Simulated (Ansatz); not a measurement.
# La2FeCo2C: the cost of one run

Computed with Ansatz 0.2.0 (reference: DFT r2SCAN, plane waves, PAW, scalar-relativistic, no spin polarisation, unless a step's input says otherwise).

2 further runs of the same task are left out: 1 that didn't finish, 1 set aside as unsound or not needed.

**1. The structure to begin with**

The structure is orthorhombic, space group Immm (No. 71). The conventional cell has a = 4.112 Å, b = 6.011 Å, c = 8.935 Å, α = 90.00°, β = 90.00°, γ = 90.00°. La (site symmetry mm2) has 2 C at 2.66 Å and 2 Co at 3.04 Å as nearest neighbours. Co (site symmetry m2m) has 1 C at 1.76 Å as nearest neighbours. Fe (site symmetry mmm) is surrounded by 4 Co at 2.40 Å. C (site symmetry mmm) is surrounded by 2 Co at 1.76 Å.

Structure file:

```
CELL_PARAMETERS angstrom
-2.05619 3.00563 4.46759
4.11238 0.00000 0.00000
2.05619 3.00563 -4.46759
ATOMIC_POSITIONS crystal
La 0.18923 0.68923 0.81077
La 0.81077 0.31077 0.18923
Co 0.29332 0.00000 0.29332
Co 0.70668 0.00000 0.70668
Fe 0.50000 0.50000 0.50000
C 0.00000 0.00000 0.00000
```

**2. The reference run**

File input.yaml:

```yaml
crystal:
  lattice:
    - [-2.05619, 3.005632, 4.467586]
    - [4.112381, 0.0, 0.0]
    - [2.05619, 3.005632, -4.467586]
  atoms:
    - { symbol: La, position: [0.18923, 0.68923, 0.81077] }
    - { symbol: La, position: [0.81077, 0.31077, 0.18923] }
    - { symbol: Co, position: [0.29332, 0.0, 0.29332] }
    - { symbol: Co, position: [0.70668, 0.0, 0.70668] }
    - { symbol: Fe, position: [0.5, 0.5, 0.5] }
    - { symbol: C, position: [0.0, 0.0, 0.0] }
  symmetry: { tolerance: 0.0003 }
kpoints:
  mp_grid: { grid: [5, 5, 5], shift: [0, 0, 0] }
magnetization:
  spin_polarized: false
scf:
  occupations: { method: fermi_dirac, width: 0.0199 }
hamiltonian:
  pseudopotentials: { kind: paw }
  xc: r2scan
basis:
  ecutwfc: 500
output:
  forces: true
  stress: true
  eigenvalues: true
relax:
  max_steps: 40
  cell: {}
```

Run with:

```console
$ ansatz run input.yaml --threads 1 --pin off --max-ram 2560MiB --backend cpu --events-out ev --progress --plain --runs-dir out
```

**Question.** How long does this run take on 1 thread of Arm Neoverse V1, shared host, and how much memory does it need?

About 4.4 min, with a peak of 0.67 GiB.
